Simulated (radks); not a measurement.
# La²⁺ in [Kr] 4d10 5s2 5p5.75 5d1 4f0.25: an all-electron calculation

Wanted: eigenvalues, radial structure and energy terms of the lanthanum ion La2+.

The numbers are computed with radks (a radial shooting solver on a logarithmic mesh, Libxc functionals) version 1 (Dirac Kohn-Sham, BLYP, spin-unpolarised, spherical densities, point nucleus; open shells fill j = l - 1/2 first), except any that are marked as measured or tabulated.

**1. Starting point**

* element: lanthanum (Z = 57)
* charge: +2
* electrons: 55
* configuration: [Kr] 4d10 5s2 5p5.75 5d1 4f0.25

**2. The run**

The run's settings:

```text
Z 57
configuration [Kr] 4d10 5s2 5p5.75 5d1 4f0.25
relativity Dirac
functional b88,lyp
spin unpolarised
j_filling energy
nucleus point
c 137.035999084
```

Q: Predict the outcome of this run.

The runs gave:

```
                        quantity                   value
                    total energy      -8497.4710 hartree
exchange-correlation share of it                  2.41 %
                            −T/E                  1.0703
          highest occupied level       5d3/2, -14.616 eV
    most extended occupied level  5d3/2, <r> = 2.62 bohr
 radius at density 0.001 e/bohr³               3.95 bohr
    maxima of the radial density                       4
```

The radial density shows 4 maxima for 5 occupied principal shells; where shells overlap, one shows as a shoulder or not at all. −T/E is 1.070: with relativity the kinetic term as defined here no longer equals −E. This is not the tabulated ground configuration, so its levels and sizes aren't those of the ground state, and no measured value stands beside it.
